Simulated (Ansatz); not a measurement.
# Al3BAs2: the cost of one run

Computed with Ansatz 0.2.0 (DFT PBE, scalar-relativistic, plane waves, PAW, unless a step's input says otherwise).

## Step 1: The starting structure

The structure is trigonal, space group R-3m (No. 166). Conventional cell: a = 5.344 Å, b = 5.344 Å, c = 12.265 Å, α = 90.00°, β = 90.00°, γ = 120.00°. Al (site symmetry 2/m) has 2 B at 2.56 Å and 4 Al at 2.67 Å and 6 As at 2.96 to 3.09 Å as nearest neighbours. B (site symmetry -3m) has 6 Al at 2.56 Å as nearest neighbours. As (site symmetry 3m) has 9 Al at 2.96 to 3.09 Å as nearest neighbours.

Coordinates:

```
CELL_PARAMETERS angstrom
2.67207 1.54272 4.08841
-2.67207 1.54272 4.08841
0.00000 -3.08544 4.08841
ATOMIC_POSITIONS crystal
Al 0.00000 0.50000 0.00000
Al 0.50000 0.00000 0.00000
Al 0.00000 0.00000 0.50000
B 0.00000 0.00000 0.00000
As 0.62723 0.62723 0.62723
As 0.37277 0.37277 0.37277
```

A structure generator made this guess: species swapped into a database cell of Tb2FeCo3 (R-3m, No. 166), with As on the Tb sites, B on the Fe sites and Al on the Co sites. The dimensions are guesses.

## Step 2: Probe: one point on a coarse mesh

The input, input.yaml:

```yaml
crystal:
  lattice:
    - [2.67207279, 1.54272195, 4.08840732]
    - [-2.67207279, 1.54272195, 4.08840732]
    - [0.0, -3.08544389, 4.08840732]
  atoms:
    - { symbol: Al, position: [0.0, 0.5, 0.0] }
    - { symbol: Al, position: [0.5, 0.0, 0.0] }
    - { symbol: Al, position: [0.0, 0.0, 0.5] }
    - { symbol: B, position: [0.0, 0.0, 0.0] }
    - { symbol: As, position: [0.62722945, 0.62722945, 0.62722945] }
    - { symbol: As, position: [0.37277055, 0.37277055, 0.37277055] }
basis:
  ecutwfc: 420
kpoints:
  mp_grid: { grid: [6, 6, 6] }
hamiltonian:
  xc: pbe
scf:
  occupations: { method: gaussian, width: 0.1 }
  lower_state_search: "off"
output:
  forces: true
  stress: true
  eigenvalues: true
```

Run with:

```bash
$ ansatz run input.yaml --threads 1 --pin off --max-ram 2560MiB --backend cpu --events-out ev --progress --plain --runs-dir out
```

What time and memory should one allow on 1 thread of Intel Xeon at 2.70GHz, shared host?

About 5.2 s, with a peak of 0.41 GiB.
